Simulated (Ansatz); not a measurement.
**W (fcc type): how the settings move a single-point run**

Aim: see which settings change the result for W (fcc type), by how much, and at what cost.

Method: reference: DFT, LDA, all-electron LAPW, scalar-relativistic, in Ansatz 0.2.0.

1 further run of the same task is left out (set aside as unsound or not needed). Runs told in other sessions of the task aren't counted.

## (1) The starting structure

Symmetry: Fm-3m, No. 225, cubic system. Conventional cell: a = 3.748 Å, b = 3.748 Å, c = 3.748 Å, α = 90.00°, β = 90.00°, γ = 90.00°. Around W (site symmetry m-3m) lie 12 W at 2.65 Å.

As a file:

```cif
data_structure
_symmetry_space_group_name_H-M 'Fm-3m'
_symmetry_Int_Tables_number 225
_cell_length_a 3.7482
_cell_length_b 3.7482
_cell_length_c 3.7482
_cell_angle_alpha 90.000
_cell_angle_beta 90.000
_cell_angle_gamma 90.000
_cell_volume 52.66
loop_
_atom_site_label
_atom_site_type_symbol
_atom_site_symmetry_multiplicity
_atom_site_Wyckoff_symbol
_atom_site_fract_x
_atom_site_fract_y
_atom_site_fract_z
_atom_site_occupancy
W1 W 4 a 0.00000 0.00000 0.00000 1
```

## (2) Reference

File input.yaml:

```yaml
crystal:
  lattice:
    - [0.0, 1.8741206816, 1.8741206816]
    - [1.8741206816, 0.0, 1.8741206816]
    - [1.8741206816, 1.8741206816, 0.0]
  atoms:
    - { symbol: W, position: [0.0, 0.0, 0.0] }
kpoints:
  mp_grid: { grid: [16, 16, 16] }
scf:
  occupations: { method: fermi_dirac, width: 0.08 }
hamiltonian:
  xc: lda
  pseudopotentials: { kind: all_electron, lapw: { basis_error: 0.001 } }
output:
  forces: true
  stress: true
  eigenvalues: true
  populations: true
```

Launch:

```
ansatz run input.yaml --threads 1 --pin off --max-ram 2048MiB --backend cpu --events-out ev --progress --plain --runs-dir out
```

Excerpt of the output:

```text
[...]
Basis set: ecut = 312.5858174504157 eV, 169 PW (Γ), exchange–correlation at level 2
[...]
k-points: 145 of 4096
[...]
SCF iter   1: F=—  HF=-438946.572495 eV  |F-HF|=—  |Δ(HF+E_count)|=         —  Δρ=3.00e-2  dr2=5.47e-2  ethr=1.24e-4  ⟨swp⟩=3.0  Hψ=24471  notcnv=0
preconditioner: auto → none  [metal: Δε(μ)=0.037 eV  Ē_g=32.764 eV  σ=0.080 eV  W_gap=0.12  n_scr=8 (ndim 8)  ℏωp=52.2 eV  f_vac=0.000  D(μ)=0.81/eV (n_scr^D=8)  sad-step TF]
SCF iter   2: F=—  HF=-438946.446093 eV  |F-HF|=—  |Δ(HF+E_count)|=   1.26e-1  Δρ=1.62e-2  dr2=1.96e-2  ethr=1.24e-4  ⟨swp⟩=2.0  Hψ=11763  notcnv=0
[...]
SCF iter   5: F=—  HF=-438946.427304 eV  |F-HF|=—  |Δ(HF+E_count)|=   6.08e-5  Δρ=1.54e-4  dr2=2.34e-6  ethr=6.16e-7  ⟨swp⟩=2.0  Hψ=11501  notcnv=0
SCF iter   6: F=-438946.427304 eV  HF=-438946.427304 eV  |F-HF|=2.15e-9  |Δ(HF+E_count)|=   3.38e-7  Δρ=3.29e-6  dr2=1.05e-9  ethr=5.33e-9  ⟨swp⟩=2.0  Hψ=11499  notcnv=0
[...]
SCF converged after 6 iterations
Free energy (F): -438946.427304 eV
[...]
E sigma→0 (E₀):  -438946.418084 eV
[...]
Fermi energy:    34.731991 eV
[...]
  P = ⅓ Tr σ = 75.6354 GPa (756.354 kbar)
[...]
```

Wall time 21 s (1 thread of Arm Neoverse V1, shared host); peak memory 0.37 GiB.

## (3) Changing settings: mp_grid.shift [0.5, 0.5, 0.5], accuracy high

input.yaml, as its differences from that of step 2:

```diff
@@ -8,3 +8,3 @@
 kpoints:
-  mp_grid: { grid: [16, 16, 16] }
+  mp_grid: { grid: [16, 16, 16], shift: [0.5, 0.5, 0.5] }
 scf:
@@ -19 +19,2 @@
   populations: true
+accuracy: high
```

Launch:

```
ansatz run input.yaml --threads 1 --pin off --max-ram 2048MiB --backend cpu --events-out ev --progress --plain --runs-dir out
```

Standard output, shortened:

```text
Warning: crystal.symmetry: narrowed to the stabiliser of the k-point mesh — unitary ops 48 → 12; excluded 36 operations that carry a point of the 16×16×16 mesh (shift [0.5, 0.5, 0.5]) off the mesh (the run samples exactly the mesh kpoints.mp_grid names, as under crystal.symmetry.detect: [...]
W: projections on atomic orbitals take those of the free atom 1s2 2s2 2p6 3s2 3p6 3d10 4s2 4p6 4d10 4f14 5s2 5p6 5d4 6s2, of charge +0.00 (hamiltonian.pseudopotentials.projection_atoms)
LAPW: plane waves up to 9.058 Å⁻¹, error target 1.0e-3 eV per atom; small_component_spin mean_spin; W in spheres of 1.325 Å, 44 of its electrons in bands, Dirac shells []
[...]
Pseudopotentials: kind: all_electron
Pseudopotential: W, LAPW, valence charge 44, Koelling and Harmon's equation, gaussian nucleus
Functional definition: SPW92
[...]
Crystal: 1 atoms, lattice volume = 13.165 Å³
Basis set: ecut = 312.5858174504157 eV, 169 PW (Γ), exchange–correlation at level 2
Bands: 27, of which v1, the nominal top of the filled ones, is band 22 counted from 1 (21 counted from 0)
Symmetry: 12 space group operations
k-points: 408 of 4096
[...]
SCF iter   1: F=—  HF=-438946.570750 eV  |F-HF|=—  |Δ(HF+E_count)|=         —  Δρ=3.01e-2  dr2=5.52e-2  ethr=1.25e-4  ⟨swp⟩=3.0  Hψ=69025  notcnv=0
[...]
the basis was enlarged: its passes take 170.2 KiB over the memory plan, 1 of 1 planned eigensolver slots
[...]
SCF iter   6: F=-438946.425197 eV  HF=-438946.425197 eV  |F-HF|=3.73e-9  |Δ(HF+E_count)|=   3.31e-7  Δρ=4.24e-6  dr2=2.06e-9  ethr=5.32e-9  ⟨swp⟩=2.0  Hψ=32361  notcnv=0
[...]
SCF converged after 6 iterations
Free energy (F): -438946.425197 eV
[...]
E sigma→0 (E₀):  -438946.415921 eV
Entropy (-TS):   -0.018551 eV (-18.551 meV/atom)
Fermi energy:    34.717439 eV
[...]
--- Forces (eV/Å), atoms counted from 1 ---
  atom   1  W     -0.00000000    -0.00000000     0.00000000
[...]
--- Stress (GPa, compression-positive) ---
       75.782223       0.150005       0.150005
        0.150005      75.782223       0.150005
        0.150005       0.150005      75.782223
  P = ⅓ Tr σ = 75.7822 GPa (757.822 kbar)
--- Band table (eV; the first three rows and the last of 408) ---
  k-point 0: bands = ["-381.2630", "-381.2630", "-381.2619", "-196.8767", "-196.8767", "-196.8534", "-196.8534", "-196.8526", "-38.6072", "-1.8277", "-1.8081", "-1.8081", "7.4651", "7.4725", "7.4733", "7.4733", "7.5659", "7.5662", "7.5662", "24.7789", "33.7130", "33.7850", "33.7850", [...]
--- Löwdin populations: 1 site ---
  site symbol       q [e]
     0      W     73.9301
  spilling = 0.000944 (of n_electrons = 74.000000)
```

It took 57 s on 1 thread of Arm Neoverse V1, shared host; peak memory 0.67 GiB.

Changing the k-point mesh and accuracy level moves the energy by +2.1 meV/atom. Cost: 57 s against 21 s.

## (4) Variant: occupations.method methfessel_paxton, occupations.width 0.2, preconditioner kerker

input.yaml, as its differences from that of step 2:

```diff
@@ -10,3 +10,4 @@
 scf:
-  occupations: { method: fermi_dirac, width: 0.08 }
+  occupations: { method: methfessel_paxton, width: 0.2 }
+  mixing: { preconditioner: kerker }
 hamiltonian:
```

Launch:

```
ansatz run input.yaml --threads 1 --pin off --max-ram 2048MiB --backend cpu --events-out ev --progress --plain --runs-dir out
```

Standard output, shortened:

```text
W: projections on atomic orbitals take those of the free atom 1s2 2s2 2p6 3s2 3p6 3d10 4s2 4p6 4d10 4f14 5s2 5p6 5d4 6s2, of charge +0.00 (hamiltonian.pseudopotentials.projection_atoms)
LAPW: plane waves up to 9.058 Å⁻¹, error target 1.0e-3 eV per atom; small_component_spin mean_spin; W in spheres of 1.325 Å, 44 of its electrons in bands, Dirac shells []
[...]
Pseudopotentials: kind: all_electron
Pseudopotential: W, LAPW, valence charge 44, Koelling and Harmon's equation, gaussian nucleus
Functional definition: SPW92
[...]
Crystal: 1 atoms, lattice volume = 13.165 Å³
Basis set: ecut = 312.5858174504157 eV, 169 PW (Γ), exchange–correlation at level 2
Bands: 27, of which v1, the nominal top of the filled ones, is band 22 counted from 1 (21 counted from 0)
Symmetry: 48 space group operations
Space group: Fm-3m (ITA 225), of the structure as read, at distance tolerance 2.4e-5 Å
[...]
SCF converged after 8 iterations
Stability not checked: this state was not tested for a lower state beside it, because cold or Methfessel-Paxton smearing, or corrected tetrahedra, fill the levels in a way that the test cannot read (fill_not_monotonic; see scf.lower_state_search)
Free energy (F): -438946.418028 eV
[...]
E sigma→0 (E₀):  -438946.418198 eV
Entropy (-TS):   0.000680 eV (0.680 meV/atom)
Fermi energy:    34.727341 eV
[...]
--- Forces (eV/Å), atoms counted from 1 ---
  atom   1  W     -0.00000000    -0.00000000     0.00000000
[...]
--- Stress (GPa, compression-positive) ---
       75.518909      -0.000000       0.000000
       -0.000000      75.518909      -0.000000
        0.000000      -0.000000      75.518909
  P = ⅓ Tr σ = 75.5189 GPa (755.189 kbar)
--- Band table (eV; the first three rows and the last of 145) ---
[... band rows left out ...]
[...]
--- Löwdin populations: 1 site ---
  site symbol       q [e]
     0      W     73.9303
  spilling = 0.000941 (of n_electrons = 74.000000)
```

It took 24 s on 1 thread of Arm Neoverse V1, shared host; peak memory 0.37 GiB.

Changing the smearing and mixing leaves the energy as it was (-0.1 meV/atom). Cost: 8 SCF cycles against 6.

## (5) Comparison

```tsv
run	ending	energy change	pressure (GPa)	gap (eV)	force (eV/Å)	cycles	time
reference	converged	0	75.6	0.00	0.00	6	21 s
1: mp_grid.shift [0.5, 0.5, 0.5], accuracy high	converged	+2.1 meV/atom	75.8	0.00	0.00	6	57 s
2: occupations.method methfessel_paxton, occupations.width 0.2, preconditioner kerker	converged	-0.1 meV/atom (σ→0)	75.5	0.00	0.00	8	24 s
```

Residual by cycle in the longest SCF loop of each run; runs are numbered as in the table. The quantity is the density residual dr2, in eV.

```tsv
cycle	reference	run 1	run 2
1	0.0547	0.0552	0.055
2	0.0196	0.0198	0.0197
3	0.00388	0.00391	0.00948
4	2.7e-4	2.8e-4	0.00286
5	2.3e-6	2.3e-6	1.3e-4
6	1.1e-9	2.1e-9	7.6e-6
7	-	-	6.8e-7
8	-	-	3.3e-8
```

What this shows: Of the variants the dearest is «mp_grid.shift [0.5, 0.5, 0.5], accuracy high» (57 s), the cheapest «occupations.method methfessel_paxton, occupations.width 0.2, preconditioner kerker» (24 s), on a shared host. The structure is not at rest: the sound run finds 76 GPa, so these are no properties of the relaxed crystal. 
